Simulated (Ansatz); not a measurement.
# AlBFH3O: ladder of methods at one geometry, by script

How do the methods compare on AlBFH3O, in result and in cost? A script is to give a ladder of methods at one geometry; the system is AlBFH3O. SMILES: [BH2][Al]([OH])[F].

All numbers are computed with Ansatz 0.2.0, driven from Python. The levels of theory stand in the script.

## (1) The system

Bond lengths: B1–Al2 2.004 Å, Al2–O3 1.803 Å, Al2–F4 1.790 Å, B1–H5 1.238 Å, B1–H6 1.202 Å, O3–H7 0.994 Å. Angles: B1–Al2–O3 119.1°, B1–Al2–F4 122.9°, O3–Al2–F4 118.1°, Al2–B1–H5 120.4°, Al2–B1–H6 123.9°, H5–B1–H6 115.6°, Al2–O3–H7 108.0°.

The script reads albfh3o.xyz:

```xyz
7

B    -1.12190    0.80510    0.13320
Al    0.38820   -0.36600   -0.47100
O     1.90500   -0.41080    0.50250
F     0.30900   -1.36610   -1.95380
H    -2.16460    0.87340   -0.52990
H    -1.06740    1.52830    1.09230
H     1.81310   -1.13200    1.18100
```

## (2) The script

Contents of methods_albfh3o.py:

```python
"""AlBFH3O at several levels of theory."""

from pathlib import Path

import ansatz as az
import numpy as np

albfh3o = az.Crystal.molecule_from_extxyz("albfh3o.xyz")

calculation = albfh3o.calculation().basis(gaussian="def2-SVP")

print("functional    E (Ha)        dipole (D)   HOMO (eV)  LUMO (eV)")
for name in ["lda", "pbe", "lc_wpbe", "r2scan", "pbe0", "b3lyp"]:
    r = calculation.functional(name).forces().orbitals().run(runs_dir="runs").report
    lines = Path(r["orbitals_path"]).read_text().splitlines()
    field_of = lambda key: [line.split("=")[1].strip() for line in lines if line.startswith(key)]
    orbitals = [(27.211386 * float(e), s, float(n)) for e, s, n in zip(field_of("Ene="), field_of("Spin="), field_of("Occup="))]
    homo = max(e for e, _, n in orbitals if n > 0.5)
    lumo = min(e for e, _, n in orbitals if n < 0.5)
    dipole = 4.803205 * np.linalg.norm(r["charge_distribution"]["dipole_moment_e_ang"])
    print(f"{name:10s} {r['free_energy_ev'] / 27.211386246:14.6f} {dipole:9.3f} {homo:11.3f} {lumo:10.3f}")
```

## (3) The calls as engine input

The engine receives this input (first run):

```yaml
crystal:
  periodic: [false, false, false]
  atoms:
    - { symbol: B, position_ang: [-1.1219, 0.8051, 0.1332] }
    - { symbol: Al, position_ang: [0.3882, -0.366, -0.471] }
    - { symbol: O, position_ang: [1.905, -0.4108, 0.5025] }
    - { symbol: F, position_ang: [0.309, -1.3661, -1.9538] }
    - { symbol: H, position_ang: [-2.1646, 0.8734, -0.5299] }
    - { symbol: H, position_ang: [-1.0674, 1.5283, 1.0923] }
    - { symbol: H, position_ang: [1.8131, -1.132, 1.181] }
basis:
  gaussian:
    orbitals: def2-SVP
hamiltonian:
  xc: lda
output:
  orbitals: {}
  forces: true
```

## (4) The run

Started as:

```
$ python methods_albfh3o.py
```

Log:

```text
functional    E (Ha)        dipole (D)   HOMO (eV)  LUMO (eV)
lda           -441.425730     2.536      -6.747     -4.697
pbe           -443.608835     2.426      -6.592     -4.416
lc_wpbe       -443.765490     2.572     -10.962     -1.096
r2scan        -443.842494     2.501      -6.984     -4.143
pbe0          -443.639432     2.611      -8.208     -3.481
b3lyp         -443.997975     2.561      -7.924     -3.645
```

Wall time 14 s (1 thread of Arm Neoverse V1, shared host); peak memory 0.21 GiB.

## (5) What changed from run to run

The engine's inputs for some of the other runs:

Run 3, against run 1:

```diff
@@ -15 +15 @@
-  xc: lda
+  xc: lc_wpbe
```

Run 5, against run 1:

```diff
@@ -15 +15 @@
-  xc: lda
+  xc: pbe0
```

Run 6, against run 1:

```diff
@@ -15 +15 @@
-  xc: lda
+  xc: b3lyp
```

## (6) What each run gave

The 6 runs, in the order started:

```csv
run,functional,energy (eV),SCF cycles,CPU time (s)
1,lda,-12011.8060,19,1.1
2,pbe,-12071.2114,19,1.7
3,lc_wpbe,-12075.4742,17,2.1
4,r2scan,-12077.5695,18,3.8
5,pbe0,-12072.0439,18,2.3
6,b3lyp,-12081.8004,17,2.2
```

Totals under unlike functionals or potentials can't be compared directly.

The fields below are those of run 1.

## (7) Orbitals and fields

Orbitals, density, ELF and potential are computed afterwards from the orbital file.

Frontier orbitals at LDA/def2-SVP, with the share of their density that lies nearest to each atom:

```csv
orbital,energy (eV),lies on
HOMO,-6.75,O3 68 %; B1 10 %; H7 6 %
LUMO,-4.70,"B1 58 %; Al2 17 %; H5, H6 about 10 % each"
```

ELF in a plane through or near 5 of the atoms.

Ten even steps from ' ' (0.00) to '@' (1.00):
```
                                                        
                                                        
                                                        
                                                        
                                ..==**++::              
                              ..##@@@@@@%%**            
            ::======--::      --@@@@@@@@@@%%::          
          ..++##%%##**==..  ::==@@@@@@@@@@%%::          
          ::**##****##**--::####**++##%%**==..          
          ..==**######--  ..%%@@::%%--==####==::        
            --==++**..==####..@@##--##@@@@@@@@%%::      
            ....::::  --##**..##%%##@@@@@@@@@@@@--      
                ..--++==::....::----##@@@@@@@@##..      
                --**%%%%%%**::      ::++%%%%**::        
              ..++##**::%%##--..                        
                --**%%%%%%**--..                        
                  ..------::..                          
                                                        
                                                        
                                                        
```
The map spans 9.8 Å across and 9.6 Å up, centred on the molecule. Atoms in the plane (x, y in Å): B1 (1.4, 0.2), Al2 (-0.5, -0.5), F4 (-0.9, -2.2), H5 (2.3, -0.6), H6 (1.7, 1.4).

On the surface of density 0.002 e/bohr³ the electrostatic potential runs, from the 1st to the 99th percentile, from -1.52 V near O3 to 3.00 V near Al2.

## (8) Outcome

| quantity | value |
| --- | --- |
| runs compared | 6 |
| HOMO-LUMO gap of the mean field (LDA/def2-SVP) | 2.05 eV |

**Reading.** All 6 runs converged (17 to 19 cycles). The geometry is a force-field or estimated start, not a minimum of this method, and the basis set is short of its limit. A lower total doesn't mark the better method: functionals have no common bound, and MP2 and coupled cluster aren't variational. b3lyp holds the VWN-RPA fit, as in Gaussian; the form of ORCA and Turbomole is b3lyp5. Levels such as HOMO and LUMO are orbital energies: with these approximate functionals they aren't the ionisation energy and electron affinity, and their gap isn't the fundamental gap.
